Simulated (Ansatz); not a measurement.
MnPt2:

```
Pt Mn
1.0
     2.85840    0.00000    0.00000
    -1.42920    2.47545    0.00000
     0.00000    0.00000    6.53250
Pt Mn
2 1
Direct
  0.66667 0.33333 0.31621
  0.33333 0.66667 0.68379
  0.00000 0.00000 0.00000
```

The cell comes from a database or a generator and needn't be the stable form of this composition.

Base run:

| Item | Value |
| --- | --- |
| Program | Ansatz 0.2.0 |
| Functional | LDA |
| Potentials or basis | all-electron LAPW, scalar-relativistic |
| Cutoff | 261 eV (chosen from the basis error) |
| Basis error allowed | 0.002 eV/atom |
| k mesh | 11 × 11 × 4 |
| Occupations | fermi-dirac, width 0.05 eV |
| Spin | collinear spin, ferromagnetic start |
| Starting moments | [0.0, 0.0, 4.0] μB |

Its results: pressure -15.7 GPa; net moment 4.28 μB per cell; site moments Pt +0.27; Mn +3.62 μB; largest force 0.085 eV/Å.

Task: The run is repeated on the same cell with these changes: functional from LDA to PBEsol. What comes out?

Result: Pressure -9.2 GPa; net moment 4.51 μB per cell; site moments Pt +0.31; Mn +3.78 μB; largest force 0.027 eV/Å.

PBEsol binds less tightly than LDA, so the same cell stands under more pressure.
